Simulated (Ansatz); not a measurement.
This script for an atomisation energy of FMg with Ansatz 0.2.0 through its Python package holds a mistake.

Contents of `fmg.xyz`:
```text
2

F    -0.79490    0.23700   -0.41770
Mg    0.82430   -0.29720    0.42170
```

Script `fmg_tae.py`:
```python
"""Atomisation energy of FMg at the given geometry."""

from collections import Counter

import ansatz as az


def total_energy(molecule, charge=0, unpaired=0):
    calc = molecule.calculation().basis(gaussian="cc-pVTZ").correlation("CCSD(T)").correlation("qcisd")
    if charge:
        calc = calc.charge(charge)
    if unpaired:
        calc = calc.spin("collinear", total=unpaired)
    return calc.run().report["free_energy_ev"]


def main() -> None:
    system = az.Crystal.molecule_from_extxyz("fmg.xyz")

    # unpaired electrons of the ground-state atoms
    unpaired = {"F": 1, "Mg": 0}
    counts = Counter(site.symbol for site in system.cartesian_sites)
    atom_energy = {s: total_energy(az.Crystal.molecule().atom(s, (0, 0, 0)), 0, unpaired[s]) for s in counts}
    whole = total_energy(system, 0, 1)
    for s, e in atom_energy.items():
        print(f"{s:2s} x{counts[s]}  {e:14.5f} eV")
    print(f"FMg: {whole:.5f} eV")
    split = sum(counts[s] * e for s, e in atom_energy.items()) - whole
    print(f"atomisation energy (no zero-point term): {96.485332 * split:.1f} kJ/mol, {split / sum(counts.values()):.3f} eV an atom")


if __name__ == "__main__":
    main()
```

```console
$ python fmg_tae.py
Traceback (most recent call last):
  File "fmg_tae.py", line 33, in <module>
    main()
    ~~~~^^
  File "fmg_tae.py", line 23, in main
    atom_energy = {s: total_energy(az.Crystal.molecule().atom(s, (0, 0, 0)), 0, unpaired[s]) for s in counts}
                      ~~~~~~~~~~~~^^^^^^^^^^^^^^^^^^^^^^^^^^^^^^^^^^^^^^^^^^^^^^^^^^^^^^^^^^
  File "fmg_tae.py", line 9, in total_energy
    calc = molecule.calculation().basis(gaussian="cc-pVTZ").correlation("CCSD(T)").correlation("qcisd")
  ...
ansatz.errors.InputError: .correlation('qcisd'): not one of mp2, rpa, ccsd, ccsd_t, bccd, bccd_t, ccsdt, ccsdt_q, ccsdt_q_b, ccsdtq, fci, sc_nevpt2, fic_nevpt4_sd, fic_mrcisd_q, fic_mrcisd_q_relaxed  [correlation.method]
```
(Library frames cut from the traceback.)

Why does it end like this?

The fault: the correlation method isn't served. The change:

```diff
--- before
+++ after
@@ -8,3 +8,3 @@
 def total_energy(molecule, charge=0, unpaired=0):
-    calc = molecule.calculation().basis(gaussian="cc-pVTZ").correlation("CCSD(T)").correlation("qcisd")
+    calc = molecule.calculation().basis(gaussian="cc-pVTZ").correlation("CCSD(T)")
     if charge:
```

After the fix:

```console
$ python fmg_tae.py
F  x1     -2710.80810 eV
Mg x1     -5433.19348 eV
FMg: -8148.24707 eV
atomisation energy (no zero-point term): 409.6 kJ/mol, 2.123 eV an atom
```

Reading the output:
- Total energies depend on the basis set; only differences at equal settings carry meaning.
- The geometry is a force-field or estimated start, not a minimum of this method, and the basis set is short of its limit. All parts are taken at fixed geometry, without zero-point energy.
- The species is open-shell (spin multiplicity 2).
- The spin state was assumed, and another may lie lower.
- Run time: 4 s on 1 thread of Arm Neoverse V1, on a shared host, peak memory 0.26 GiB.
